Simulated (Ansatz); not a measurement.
# H₂S with AsH₃: superposition error and deformation, part 3 of 3

Ansatz 0.2.0, Gaussian basis.

## Step 25: B97M-V/def2-TZVPPD

The inputs:

free-a/in.yaml

```yaml
crystal:
  periodic: [false, false, false]
  atoms:
    - {symbol: S, position_ang: [-0.628553, -0.286266, -2.282421]}
    - {symbol: H, position_ang: [-0.463965, 1.020471, -2.027597]}
    - {symbol: H, position_ang: [0.693401, -0.488215, -2.387894]}
basis:
  gaussian: {orbitals: "def2-TZVPPD.json"}
hamiltonian: {xc: {name: B97M-V}}
```

free-b/in.yaml

```yaml
crystal:
  periodic: [false, false, false]
  atoms:
    - {symbol: As, position_ang: [0.254273, 0.443896, 1.321226]}
    - {symbol: H, position_ang: [0.835555, -0.946616, 1.111225]}
    - {symbol: H, position_ang: [0.468511, 0.363954, 2.825615]}
    - {symbol: H, position_ang: [-1.159122, -0.107224, 1.439845]}
basis:
  gaussian: {orbitals: "def2-TZVPPD.json"}
hamiltonian: {xc: {name: B97M-V}}
```

Each run has its own folder and the same command.

Launch:

```sh
$ ansatz run in.yaml --threads 2 --pin off --events-out ev --progress --plain --max-ram 5222MiB
```

free-a printed, cut to the lines that bear on the results:

```text
Functional definition: B97M-V
  name "B97M-V"
  cite "Mardirossian & Head-Gordon, J. Chem. Phys. 142, 074111 (2015) doi:10.1063/1.4907719"
  cite "Becke, J. Chem. Phys. 107, 8554 (1997) doi:10.1063/1.475007"
  cite "Vydrov & Van Voorhis, J. Chem. Phys. 133, 244103 (2010) doi:10.1063/1.3521275"
  # Of w^i u^j: cxij and so on, Table III.
[...]
  gx(w, u) = cx00 + cx01*u + cx02*u^2 + (cx10 + cx11*u)*w
[...]
  gos(w, u) = cos00 + cos01*u + cos03*u^3 + cos10*w + cos32*w^3*u^2
[...]
      + integral(e_c_pw_mod_opposite_spin*gos(b97_w_opposite, b97_u_opposite)) + vv10(b, c)
436 factors; their error is unknown
[...]
mean field -10865.58994836 eV, -399.3030656409 hartree, gradient 3.6e-5 eV, S^2 0.000000; 0 other end points of the search recorded, 0 dependent functions left out
reference -10865.59001957 eV, -399.3030682577 hartree; 9, 9 occupied and 76, 76 virtual orbitals, 436 factors
Total energy: -10865.59001957 eV, -399.3030682577 hartree
```

Log of free-b, cut to the lines that bear on the results:

```text
[... 5 set-up lines as earlier in the session ...]
  # Of w^i u^j: cxij and so on, Table III.
[...]
  gx(w, u) = cx00 + cx01*u + cx02*u^2 + (cx10 + cx11*u)*w
[...]
  gos(w, u) = cos00 + cos01*u + cos03*u^3 + cos10*w + cos32*w^3*u^2
[...]
      + integral(e_c_pw_mod_opposite_spin*gos(b97_w_opposite, b97_u_opposite)) + vv10(b, c)
584 factors; their error is unknown
[...]
mean field -60878.68958045 eV, -2237.2505770235 hartree, gradient 3.1e-5 eV, S^2 0.000000; 0 other end points of the search recorded, 0 dependent functions left out
reference -60878.68962284 eV, -2237.2505785816 hartree; 18, 18 occupied and 87, 87 virtual orbitals, 584 factors
Total energy: -60878.68962284 eV, -2237.2505785816 hartree
```

Times: 1.6 s (free-a), 2.5 s (free-b) on 2 threads of Arm Neoverse V1, shared host; peak memory 0.37 GiB.

## Step 26: HSE06-D4/def2-TZVPPD

Each input of step 25 (free-a, free-b) changes in the same lines:

```diff
-hamiltonian: {xc: {name: B97M-V}}
+hamiltonian: {xc: hse06, dispersion: d4}
```

One command serves all of them, each in its own folder.

Launch:

```sh
$ ansatz run in.yaml --threads 2 --pin off --events-out ev --progress --plain --max-ram 5222MiB
```

free-a printed, cut to the lines that bear on the results:

```text
[... 6 set-up lines as earlier in the session ...]
[...]
474 factors; their error is unknown
41 factors; integrals over basis functions are off by at most 8.1e-5 eV
[...]
mean field -10864.30226046 eV, -399.2557439833 hartree, gradient 9.0e-6 eV, S^2 0.000000; 0 other end points of the search recorded, 0 dependent functions left out
reference -10864.30230684 eV, -399.2557456879 hartree; 9, 9 occupied and 76, 76 virtual orbitals, 474 factors
Total energy: -10864.31342863 eV, -399.2561544059 hartree
```

Log of free-b, cut to the lines that bear on the results:

```text
[... 6 set-up lines as earlier in the session ...]
[...]
614 factors; their error is unknown
56 factors; integrals over basis functions are off by at most 3.3e-6 eV
[...]
mean field -60882.40729279 eV, -2237.3872004322 hartree, gradient 9.8e-6 eV, S^2 0.000000; 0 other end points of the search recorded, 0 dependent functions left out
reference -60882.40732336 eV, -2237.3872015556 hartree; 18, 18 occupied and 87, 87 virtual orbitals, 614 factors
Total energy: -60882.43222973 eV, -2237.3881168477 hartree
```

Times: 0.5 s (free-a), 0.96 s (free-b) on 2 threads of Arm Neoverse V1, shared host; peak memory 0.37 GiB.

## Step 27: CCSD(T)/def2-TZVPPD

Each input of step 26 (free-a, free-b) changes in the same lines:

```diff
-hamiltonian: {xc: hse06, dispersion: d4}
+correlation: {method: ccsd_t}
```

The same command starts each run, in its folder.

Launch:

```sh
$ ansatz run in.yaml --threads 2 --pin off --events-out ev --progress --plain --max-ram 5222MiB
```

Output in free-a, cut to the lines that bear on the results:

```text
[... 4 set-up lines as earlier in the session ...]
[...]
471 factors; integrals over basis functions are off by at most 1.1e-3 eV
[...]
mean field -10849.41073962 eV, -398.7084906863 hartree, gradient 4.3e-6 eV, S^2 0.000000; 0 other end points of the search recorded, 0 dependent functions left out
5 core orbitals not correlated: weight in the atoms' cores, before any rotation towards them, 1.000 or more for the frozen orbitals, at most 0.000 for the correlated occupied ones
reference -10849.41073962 eV, -398.7084906863 hartree; 4, 4 occupied and 76, 76 virtual orbitals, 471 factors
second order -5.23510656 eV of doubles, -0.00000000 eV of singles
cycle   1  -5.71314895 eV  change   -4.8e-1 eV  update   4.9e-2
[...]
cycle   8  -5.89247051 eV  change    4.0e-6 eV  update   7.4e-6
perturbative correction -0.22660067 eV, -0.0083274209 hartree
Total energy: -10855.52981079 eV, -398.9333624043 hartree
```

Output in free-b, cut to the lines that bear on the results:

```text
[... 4 set-up lines as earlier in the session ...]
[...]
602 factors; integrals over basis functions are off by at most 8.0e-4 eV
[...]
mean field -60842.79989365 eV, -2235.9316553605 hartree, gradient 2.7e-6 eV, S^2 0.000000; 0 other end points of the search recorded, 0 dependent functions left out
9 core orbitals not correlated: weight in the atoms' cores, before any rotation towards them, 1.000 or more for the frozen orbitals, at most 0.000 for the correlated occupied ones
reference -60842.79989365 eV, -2235.9316553605 hartree; 9, 9 occupied and 87, 87 virtual orbitals, 602 factors
second order -7.86302958 eV of doubles, -0.00000000 eV of singles
cycle   1  -8.03505066 eV  change   -1.7e-1 eV  update   6.8e-2
[...]
cycle   8  -8.34638338 eV  change   -1.6e-5 eV  update   1.8e-5
perturbative correction -0.26804405 eV, -0.0098504373 hartree
Total energy: -60851.41432108 eV, -2236.2482297297 hartree
```

Wall times: 0.6 s (free-a), 3.1 s (free-b) on 2 threads of Arm Neoverse V1, shared host; peak memory 0.37 GiB.

## Step 28: The split

| method | interaction with counterpoise (kJ/mol) | without | superposition error | deformation | binding energy |
| --- | --- | --- | --- | --- | --- |
| PBE-D4 | -6.92 | -7.37 | 0.45 | 0.11 | -6.81 |
| revPBE-D4 | -5.78 | -6.25 | 0.47 | 0.11 | -5.67 |
| BLYP-D4 | -5.47 | -5.94 | 0.47 | 0.10 | -5.38 |
| r2SCAN-D4 | -5.14 | -5.53 | 0.39 | 0.06 | -5.08 |
| B97M-V | -5.56 | -5.90 | 0.34 | -0.01 | -5.57 |
| PBE0-D4 | -6.40 | -6.82 | 0.42 | 0.02 | -6.38 |
| B3LYP-D4 | -5.82 | -6.25 | 0.43 | 0.02 | -5.80 |
| HSE06-D4 | -6.42 | -6.83 | 0.41 | 0.02 | -6.40 |
| wB97X-V | -5.32 | -5.74 | 0.41 | -0.05 | -5.38 |
| wB97M-V | -5.38 | -5.95 | 0.58 | 0.00 | -5.38 |
| B2PLYP | -1.28 | -2.08 | 0.80 | -0.02 | -1.30 |
| Hartree-Fock | 2.67 | 2.22 | 0.45 | -0.26 | 2.41 |
| MP2 | -4.78 | -6.48 | 1.70 | -0.06 | -4.84 |
| CCSD | -2.67 | -4.26 | 1.59 | -0.06 | -2.73 |
| CCSD(T) | -3.71 | -5.39 | 1.69 | -0.03 | -3.74 |

## Step 29: Outcome

This closing draws on all 3 parts.

```
            quantity         value
interaction, CCSD(T)  -3.71 kJ/mol
 superposition error   1.69 kJ/mol
         deformation  -0.03 kJ/mol
      binding energy  -3.74 kJ/mol
```

In words: In this basis the superposition error is 1.69 kJ/mol for CCSD(T) and 0.44 kJ/mol on average for the plain functionals: correlated methods borrow far more, since they need many more functions to converge. The free shapes are PBE0-D4 minima, so other methods can show a small negative deformation energy.
